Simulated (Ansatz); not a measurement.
# Sb2P3H: the cost of one run

Computed with Ansatz 0.2.0 (DFT PBE, scalar-relativistic, plane waves, PAW, unless a step's input says otherwise).

## Step 1: The system as given

Symmetry: P6mm, No. 183, hexagonal system. The conventional cell has a = 5.805 Å, b = 5.805 Å, c = 4.077 Å, α = 90.00°, β = 90.00°, γ = 120.00°. Around Sb (site symmetry 3m) lie 6 P at 2.63 to 2.65 Å and 3 Sb at 3.35 Å and 3 H at 3.37 Å. Around H (site symmetry 6mm) lie 6 Sb at 3.37 Å and 6 P at 3.39 Å. Around P (site symmetry 2mm) lie 4 Sb at 2.63 to 2.65 Å.

As a file:

```
Sb H P
1.0
     5.80477    0.00000    0.00000
    -2.90238    5.02707    0.00000
     0.00000    0.00000    4.07709
Sb H P
2 1 3
Direct
  0.66667 0.33333 0.96314
  0.33333 0.66667 0.96314
  0.00000 0.00000 0.88881
  0.50000 0.50000 0.45952
  0.50000 0.00000 0.45952
  0.00000 0.50000 0.45952
```

Recipe of the guess: species swapped into a database cell of ErCo3Ge2 (P6mm, No. 183), with H on the Er sites, P on the Co sites and Sb on the Ge sites. Lengths come from tabulated atomic sizes and are only a guess.

## Step 2: The guess as it stands, on a coarse mesh

The input, input.yaml:

```yaml
crystal:
  lattice:
    - [5.80476521, 0.0, 0.0]
    - [-2.90238261, 5.02707414, 0.0]
    - [0.0, 0.0, 4.07709034]
  atoms:
    - { symbol: Sb, position: [0.66666667, 0.33333333, 0.96313798] }
    - { symbol: Sb, position: [0.33333333, 0.66666667, 0.96313798] }
    - { symbol: H, position: [0.0, 0.0, 0.88881302] }
    - { symbol: P, position: [0.5, 0.5, 0.45951599] }
    - { symbol: P, position: [0.5, 0.0, 0.45951599] }
    - { symbol: P, position: [0.0, 0.5, 0.45951599] }
basis:
  ecutwfc: 420
kpoints:
  mp_grid: { grid: [3, 3, 4] }
hamiltonian:
  xc: pbe
scf:
  occupations: { method: gaussian, width: 0.1 }
  lower_state_search: "off"
output:
  forces: true
  stress: true
  eigenvalues: true
```

Command:

```console
$ ansatz run input.yaml --threads 1 --pin off --max-ram 2560MiB --backend cpu --events-out ev --progress --plain --runs-dir out
```

What time and memory should one allow on 1 thread of Arm Neoverse N1, shared host?

About 6.6 s, with a peak of 0.31 GiB.
